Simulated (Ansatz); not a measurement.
# AlGa: one candidate of a structure search

Where does this trial cell of AlGa go when cell and atoms are let free?

Method: DFT PBE, scalar-relativistic, plane waves, PAW, in Ansatz 0.2.0.

**1. The structure to begin with**

The structure is trigonal, space group R-3m (No. 166). The conventional cell has a = 2.933 Å, b = 2.933 Å, c = 14.071 Å, α = 90.00°, β = 90.00°, γ = 120.00°. Al (site symmetry -3m) has 6 Ga at 2.89 Å and 6 Al at 2.93 Å as nearest neighbours. Ga (site symmetry -3m) has 6 Al at 2.89 Å and 6 Ga at 2.93 Å as nearest neighbours.

Coordinates:

```
Al Ga
1.0
     1.46660    0.84674    4.69038
    -1.46660    0.84674    4.69038
     0.00000   -1.69349    4.69038
Al Ga
1 1
Direct
  0.00000 0.00000 0.00000
  0.50000 0.50000 0.50000
```

The start is the relaxed end of an invented cell (made as: close-packed layers stacked AB|C (R-3m, No. 166)), taken up again for a closer look.

**2. The guess as it stands, on a coarse mesh**

File input.yaml:

```yaml
crystal:
  lattice:
    - [1.4666041, 0.8467443, 4.690384]
    - [-1.4666041, 0.8467443, 4.690384]
    - [0.0, -1.6934885, 4.690384]
  atoms:
    - { symbol: Al, position: [0.0, 0.0, 0.0] }
    - { symbol: Ga, position: [0.5, 0.5, 0.5] }
basis:
  ecutwfc: 420
kpoints:
  mp_grid: { grid: [6, 6, 6] }
hamiltonian:
  xc: pbe
scf:
  occupations: { method: gaussian, width: 0.1 }
  lower_state_search: "off"
output:
  forces: true
  stress: true
  eigenvalues: true
```

Run with:

```console
ansatz run input.yaml --threads 1 --pin off --max-ram 3072MiB --backend cpu --events-out ev --progress --plain --runs-dir out
```

The program printed:

```text
[... 32 lines left out ...]
SCF 1 converged in 6 iterations: F = -4320.492515 eV  dr2 = 4.69e-9
SCF converged after 6 iterations
Free energy (F): -4320.492515 eV
Harris-Foulkes:  -4320.492515 eV  (|F-HF|=4.77e-10)
Internal energy: -4320.487829 eV  (E = F + TS)
E sigma→0 (E₀):  -4320.490172 eV
Entropy (-TS):   -0.004685 eV (-2.343 meV/atom)
Fermi energy:    9.081641 eV
--- Per-component energies (eV) ---
  E_band       = -30.130628
  E_kinetic    = 137.036370
  E_local      = -2184.262974  (includes V_loc(G=0)·N_el)
  E_nonlocal   = 433.142363
  E_hartree    = 1040.678523
  E_xc         = -108.953821
  E_vxc        = -86.961838  (∫ρ·V_xc dr)
  E_paw        = -2453.481427  (= ΣΔE_a)
  E_vpaw       = -410.439122  (= ΣTr[D̂ρ^β])
  E_aug_tail   = -0.000127  (compensation charges beyond the density's cutoff)
  E_ewald      = -1184.646737
  E_smearing   = -0.004685  (= −TS)
  E_closure    = 0.000000  (closes the sum)
  Σ components = -4320.492515   (vs F -4320.492515, Δ=0.00e0)
--- Forces (eV/Å), atoms counted from 1 ---
  atom   1  Al     0.00000000     0.00000000     0.00000000
  atom   2  Ga    -0.00000000     0.00000000     0.00000000
  max |Σ_I F_I| component: 1.68e-29 eV/Å
--- Stress (GPa, compression-positive) ---
       -1.501374      -0.000000      -0.000000
       -0.000000      -1.501374       0.000000
       -0.000000       0.000000       2.647044
  P = ⅓ Tr σ = -0.1186 GPa (-1.186 kbar)
--- Band table (eV; the first three rows and the last of 32) ---
  k-point 0: bands = ["-5.9069", "-5.8462", "-5.8462", "-5.7000", "-5.7000", "-2.1658", "4.7547", "4.8197", "19.4103", "19.4103", "20.9453", "20.9453"]
  k-point 1: bands = ["-5.8906", "-5.8391", "-5.7894", "-5.7456", "-5.7087", "-1.4948", "4.6912", "6.1894", "14.2962", "17.0482", "17.5087", "18.9969"]
  k-point 2: bands = ["-5.9450", "-5.8320", "-5.7500", "-5.7270", "-5.6723", "0.5293", "5.8963", "8.2953", "9.1544", "12.2492", "15.9600", "16.8401"]
  k-point 31: bands = ["-5.8964", "-5.8462", "-5.8462", "-5.6994", "-5.6994", "-0.8289", "0.0350", "12.6895", "13.4365", "19.0765", "19.0765", "20.3145"]
```

It took 0.89 s on 1 thread of Intel Xeon Platinum 8375C at 2.90GHz (Ice Lake), shared host; peak memory 0.34 GiB.

Read-out: pressure -0.1 GPa, largest force 0.00 eV/Å, gap on this mesh none (metal). The relaxation goes to the converged mesh at once.

**3. Relaxation on the finer mesh**

input.yaml: that of step 2 with these lines changed.

```diff
@@ -11,3 +11,3 @@
 kpoints:
-  mp_grid: { grid: [6, 6, 6] }
+  mp_grid: { grid: [24, 24, 24] }
 hamiltonian:
@@ -16,3 +16,2 @@
   occupations: { method: gaussian, width: 0.1 }
-  lower_state_search: "off"
 output:
@@ -21 +20,10 @@
   eigenvalues: true
+  write_density: true
+  write_potential: true
+  elf: true
+  volumetric_format: npy
+relax:
+  adjacent_minimum: "off"
+  f_tol: 0.01
+  max_steps: 80
+  cell: { stress_tol: 0.05 }
```

Run with:

```console
ansatz run input.yaml --threads 1 --pin off --max-ram 3072MiB --backend cpu --events-out ev --progress --plain --runs-dir out
```

The program printed:

```text
Warning: RAYON_NUM_THREADS=1 ignored (pool sized by the plan → 1); use --threads N
basis.fft_grid_basis auto: the FFT boxes are laid along the combinations [[1, -1, 0], [0, 1, 0], [0, -1, 1]] of the cell's own vectors, 2.933, 4.987 and 2.933 Å long. The dense box has 20×36×20 points. Along the cell's own vectors, as sized, it would have 36×36×36, 3.24 times as many. Of the 12 symmetry operations that the crystal satisfies within crystal.symmetry.tolerance (time reversal apart; of a slab, those that keep its plane) the dense box along the cell's own vectors carries 12, and the one as laid loses 8 of those. basis.fft_grid_basis: typed keeps the cell's own vectors: state it where this run's energies or levels are differenced outside the engine with another run's, or held beside a run that keeps those vectors. Those combinations have planes normal to reciprocal vector 3, as the cell's own vectors have. Each planar average written beside output.write_density, output.write_potential has a row for each plane of the box: 20. The volumetric files lie along those combinations, not along the cell's own vectors: a cube or XSF file states them, and fields.json those of NumPy files.
Engine: ansatz 0.2.0, x86_64-unknown-linux-gnu
Pseudopotentials: kind: paw
Pseudopotential: Al, paw, valence charge 3, recommended cutoff 420 eV (normal), Al.paw.azcp
Pseudopotential: Ga, paw, valence charge 13, recommended cutoff 420 eV (normal), Ga.paw.azcp
Functional definition: PBE
  parameter kappa = 0.804
  parameter beta = 0.06672455060314922
  exchange = pbe_x(kappa = kappa, mu = beta*pi^2/3)
  correlation = pbe_c(beta = beta)
Crystal: 2 atoms, lattice volume = 34.948 Å³
Basis set: ecut = 420 eV, 669 PW (Γ), FFT grids on a1−a2, a2, −a2+a3, exchange–correlation on 40×72×40 points (8 copies of the dense FFT grid, shifted against one another)
Bands: 12, of which v1, the nominal top of the filled ones, is band 8 counted from 1 (7 counted from 0)
Symmetry: 12 space group operations
Space group: R-3m (ITA 166), of the structure as read, at distance tolerance 3.3e-5 Å
k-points: 1313 of 13824
Non-local potential: Al, projectors of the file, l = 0: 2, l = 1: 2, l = 2: 1
Non-local potential: Ga, projectors of the file, l = 0: 2, l = 1: 2, l = 2: 3, l = 3: 1
PAW form: soft (Blöchl's): semilocal exchange-correlation on the pseudo side does not see the compensation charge
PAW one-centre angular grid: Al, 110 points (default); XC on 64 Gauss nodes
PAW one-centre angular grid: Ga, 590 points (default); XC on 64 Gauss nodes
Initial density: superposition of atomic densities (neutral atoms: chi_scale 0, normalization atom), corrected by the library's trained network
Initial wavefunctions: pseudopotential atomic-orbital guess
Functional: x = pbe(κ = 0.804, μ = 0.2195149727645171), c = pbe(β = 0.06672455060314922)
SCF iter   1: F=—  HF=-4320.441858 eV  |F-HF|=—  |Δ(HF+E_count)|=         —  Δρ=1.53e-3  dr2=7.62e-4  ethr=1.77e-3  ⟨swp⟩=5.1  Hψ=89199  notcnv=0
preconditioner: auto → none  [metal: Δε(μ)=0.001 eV  Ē_g=15.491 eV  σ=0.100 eV  W_gap=0.01  n_scr=2 (ndim 8)  ℏωp=25.1 eV  f_vac=0.000  D(μ)=0.91/eV (n_scr^D=2)  sad-step TF]
SCF iter   2: F=—  HF=-4320.441569 eV  |F-HF|=—  |Δ(HF+E_count)|=   2.89e-4  Δρ=5.51e-4  dr2=1.44e-4  ethr=4.76e-6  ⟨swp⟩=2.0  Hψ=34247  notcnv=0
SCF iter   3: F=—  HF=-4320.441532 eV  |F-HF|=—  |Δ(HF+E_count)|=   3.62e-5  Δρ=3.40e-4  dr2=3.91e-5  ethr=8.98e-7  ⟨swp⟩=2.0  Hψ=25642  notcnv=0
SCF iter   4: F=—  HF=-4320.441516 eV  |F-HF|=—  |Δ(HF+E_count)|=   1.61e-5  Δρ=1.54e-4  dr2=9.69e-6  ethr=2.44e-7  ⟨swp⟩=1.9  Hψ=17983  notcnv=0
SCF iter   5: F=—  HF=-4320.441517 eV  |F-HF|=—  |Δ(HF+E_count)|=   2.93e-7  Δρ=2.63e-5  dr2=1.67e-7  ethr=6.05e-8  ⟨swp⟩=2.1  Hψ=19264  notcnv=0
SCF iter   6: F=-4320.441517 eV  HF=-4320.441517 eV  |F-HF|=1.65e-7  |Δ(HF+E_count)|=   1.69e-7  Δρ=2.21e-5  dr2=8.84e-8  ethr=6.25e-10  ⟨swp⟩=9.4  Hψ=112138  notcnv=0
SCF 1 converged in 6 iterations: F = -4320.441517 eV  dr2 = 8.84e-8
relax step   1: F+E_penalty+E_count = -4320.44151653 eV  Δ(F+E_penalty+E_count) = +0.000e0 eV  max|allowed force component| = 1.262e-29 eV/Å  Δτ_max = 0.0000 Å  P = +0.003 GPa  Ω = 34.948 Å³  (6 SCF iters, dr2 threshold 1.00e-7 eV, accepted)
Initial density: handed on by an earlier stage of this run
Initial wavefunctions: pseudopotential atomic-orbital guess (no wavefunctions were taken with the density)
iter 1 solved again at ethr=9.08e-8 eV; its pass at ethr=3.10e-3 eV (dr2=1.45e-5 eV) is discarded
SCF iter   1: F=—  HF=-4320.441532 eV  |F-HF|=—  |Δ(HF+E_count)|=         —  Δρ=2.24e-5  dr2=9.38e-8  ethr=9.08e-8  ⟨swp⟩=2.7  Hψ=126079  notcnv=0
preconditioner: auto → none  [metal: Δε(μ)=0.001 eV  Ē_g=15.463 eV  σ=0.100 eV  W_gap=0.01  n_scr=2 (ndim 8)  ℏωp=25.1 eV  f_vac=0.000  D(μ)=0.91/eV (n_scr^D=2)]
SCF iter   2: F=—  HF=-4320.441517 eV  |F-HF|=—  |Δ(HF+E_count)|=   1.58e-5  Δρ=4.38e-6  dr2=2.26e-8  ethr=5.86e-10  ⟨swp⟩=2.0  Hψ=26285  notcnv=0
SCF iter   3: F=—  HF=-4320.441517 eV  |F-HF|=—  |Δ(HF+E_count)|=   1.17e-8  Δρ=2.42e-6  dr2=9.57e-10  ethr=1.41e-10  ⟨swp⟩=2.0  Hψ=25777  notcnv=0
SCF iter   4: F=—  HF=-4320.441517 eV  |F-HF|=—  |Δ(HF+E_count)|=  1.58e-10  Δρ=1.13e-6  dr2=1.90e-10  ethr=5.98e-12  ⟨swp⟩=1.8  Hψ=17975  notcnv=0
SCF iter   5: F=-4320.441517 eV  HF=-4320.441517 eV  |F-HF|=9.09e-13  |Δ(HF+E_count)|=  4.91e-11  Δρ=6.28e-8  dr2=9.62e-13  ethr=1.00e-12  ⟨swp⟩=3.9  Hψ=63893  notcnv=0
SCF 2 converged in 5 iterations: F = -4320.441517 eV  dr2 = 9.62e-13
relax step   2: F+E_penalty+E_count = -4320.44151663 eV  Δ(F+E_penalty+E_count) = -1.055e-7 eV  max|allowed force component| = 1.263e-29 eV/Å  Δτ_max = 0.0000 Å  P = +0.004 GPa  Ω = 34.948 Å³  stress off target by 5.73e-3 GPa  SCF on the basis re-selected at this cell (its energy is not comparable with the rows above)  (5 SCF iters)
basis re-selected at this cell: Δ(F+E_penalty+E_count) = -1.055e-7 eV, ΔP = +0.000 GPa vs the last step (what re-selecting the basis moved, of the pressure what is left beyond the Pulay correction that the steps carried, after the strain that the cell walked since its last selection, with what the two solves' SCF thresholds leave and, on support functions, any second-order correction that the steps lacked; it is no measure of the basis error at this ecutwfc). This SCF's stress stands 5.73e-3 GPa from its target on what of the cell is left free (relax.cell.stress_tol is 5.00e-2 GPa) and its largest allowed force component is 1.26e-29 eV/Å (relax.f_tol is 1.00e-2 eV/Å): within both
SCF converged after 5 iterations
Free energy (F): -4320.441517 eV
Harris-Foulkes:  -4320.441517 eV  (|F-HF|=9.09e-13)
Internal energy: -4320.436984 eV  (E = F + TS)
E sigma→0 (E₀):  -4320.439250 eV
Entropy (-TS):   -0.004533 eV (-2.266 meV/atom)
Fermi energy:    9.147639 eV
--- Per-component energies (eV) ---
  E_band       = -29.617276
  E_kinetic    = 137.140673
  E_local      = -2184.589605  (includes V_loc(G=0)·N_el)
  E_nonlocal   = 432.930260
  E_hartree    = 1041.002447
  E_xc         = -109.020024
  E_vxc        = -87.042450  (∫ρ·V_xc dr)
  E_paw        = -2453.253872  (= ΣΔE_a)
  E_vpaw       = -410.060962  (= ΣTr[D̂ρ^β])
  E_aug_tail   = -0.000127  (compensation charges beyond the density's cutoff)
  E_ewald      = -1184.646737
  E_smearing   = -0.004533  (= −TS)
  E_closure    = 0.000000  (closes the sum)
  Σ components = -4320.441517   (vs F -4320.441517, Δ=0.00e0)
--- Forces (eV/Å), atoms counted from 1 ---
  atom   1  Al    -0.00000000     0.00000000    -0.00000000
  atom   2  Ga     0.00000000     0.00000000     0.00000000
  max |Σ_I F_I| component: 2.52e-29 eV/Å
--- Stress (GPa, compression-positive) ---
        0.002590      -0.000000      -0.000000
       -0.000000       0.002590       0.000000
       -0.000000       0.000000       0.005729
  P = ⅓ Tr σ = 0.0036 GPa (0.036 kbar)
--- Band table (eV; the first three rows and the last of 1313) ---
  k-point 0: bands = ["-5.8622", "-5.8008", "-5.8008", "-5.6548", "-5.6548", "-2.1602", "4.7495", "4.8220", "19.4135", "19.4135", "20.9228", "20.9228"]
  k-point 1: bands = ["-5.8592", "-5.8020", "-5.7969", "-5.6580", "-5.6554", "-2.1184", "4.6350", "5.0185", "18.7211", "19.1381", "20.6011", "20.9394"]
  k-point 2: bands = ["-5.8514", "-5.8048", "-5.7856", "-5.6673", "-5.6572", "-1.9929", "4.5716", "5.3276", "17.3508", "18.6016", "19.6441", "20.4327"]
  k-point 1312: bands = ["-5.8515", "-5.8008", "-5.8008", "-5.6543", "-5.6543", "-0.8073", "0.0167", "12.6902", "13.4333", "19.0822", "19.0822", "20.2943"]
--- Relaxed structure (1 steps of the walk, 1 accepted, 1 SCFs on fresh bases) ---
  F+E_penalty+E_count = -4320.44151663 eV   max|allowed force component| = 1.263e-29 eV/Å   (the final SCF, on the basis selected at the relaxed cell)
  cell:  # Å, volume = 34.9482 Å³
    - [1.4666040954421584, 0.8467442859648044, 4.690383996991205]
    - [-1.4666040954421584, 0.8467442859648044, 4.690383996991205]
    - [0.0, -1.6934885219296087, 4.69038400601759]
  atoms:
    - { symbol: Al, position: [0.0, 0.0, 0.0] }
    - { symbol: Ga, position: [0.5, 0.5, 0.5000000000000001] }
```

Wall time 58 s (1 thread of Intel Xeon Platinum 8375C at 2.90GHz (Ice Lake), shared host); peak memory 0.89 GiB.

Relaxation path:

```
step  energy from step 1 (eV/cell)  largest force component (eV/Å)  pressure (GPa)  volume (Å³)
   1                        0.0000                          0.0000            0.00        34.95
   2                        0.0000                          0.0000            0.00        34.95
```

Step 1 is the start. Step 2 repeats the geometry before it on a plane-wave basis chosen anew for that cell, so its energy need not be comparable with the rows above.

Lengths and angles in the start's conventional setting:

|  | before | after | change |
| --- | --- | --- | --- |
| a (Å) | 2.933 | 2.933 | 0.0 % |
| b (Å) | 2.933 | 2.933 | 0.0 % |
| c (Å) | 14.071 | 14.071 | 0.0 % |
| volume (Å³/atom) | 17.47 | 17.47 | 0.0 % |
| shortest distance (Å) | 2.893 | 2.893 | 0.0 % |
| space group (0.01 Å) | R-3m | R-3m | same |

The run keeps the 12 symmetry operations of the start, so it could not have lowered the symmetry.

The maps below are laid out on this run's own conventional cell (a, b, c = 2.933, 2.933, 14.071 Å).

Density in a lattice plane of the grid's cell (edges 2.93 and 14.07 Å, at 0.000 of the third edge), which holds Al and Ga.

Values in e/Å³, 12 rows by 6 columns:
```
 0.18  0.18  0.16  0.16  0.16  0.18
 0.15  0.19  0.36  0.56  0.36  0.19
 0.09  0.11  0.16  0.19  0.16  0.11
 0.16  0.18  0.21  0.20  0.21  0.18
 0.25  0.22  0.16  0.14  0.16  0.22
41.94  6.16  0.38  0.15  0.38  6.16
 0.25  0.22  0.16  0.14  0.16  0.22
 0.16  0.18  0.21  0.20  0.21  0.18
 0.09  0.11  0.16  0.19  0.16  0.11
 0.15  0.19  0.36  0.56  0.36  0.19
 0.18  0.18  0.16  0.16  0.16  0.18
 0.07  0.11  0.20  0.18  0.20  0.11
```
Columns run along the first of these edges and rows up along the second, over one cell in 6 and 12 even steps from the bottom left corner. Atoms in the plane (fractional): Al at (0.00, 0.00), Ga at (1.00, 0.50).

ELF in the same plane.

Ten even steps from ' ' (0.09) to '@' (0.63):
```
--##%%**%%##
****++==++**
====------==
::----------
..::++##++::
++**@@@@@@**
##@@@@%%@@@@
************
::--======--
==  --==--  
::--======--
************
##@@@@%%@@@@
++**@@@@@@**
..::++##++::
::----------
====------==
****++==++**
--##%%**%%##
**  @@@@@@  
```
Columns run along the first of these edges and rows up along the second, over one cell in 6 and 20 even steps from the bottom left corner. Atoms in the plane (fractional): Al at (0.00, 0.00), Ga at (1.00, 0.50).

Both are smooth fields of the valence electrons: close to the nuclei they are not physical.

Maxima of ELF outside the ion cores: 0.65 on the Al–Al line, 1.1 Å from Al; 0.64 beside Al, off the lines to its neighbours, 1.1 Å from Al; 0.59 in the shell around Al, 1.0 Å from Al.

**4. Outcome**

| quantity | value |
| --- | --- |
| symmetry at the end (tolerance 0.05 Å) | space group R-3m (No. 166) |
| conventional cell | a = 2.933 Å, b = 2.933 Å, c = 14.071 Å, α = 90.00°, β = 90.00°, γ = 120.00° |
| volume | 17.47 Å³/atom |
| energy over the elements | +0.04 eV/atom |
| gap on the mesh | none (metal) |

**Reading.** The space group R-3m (No. 166) is kept, at nearly the size of the first guess. The formation energy of this structure is too near zero to say whether it is bound against the elements. No finished test with a distortion of lower symmetry is shown, so the end may be a saddle point.
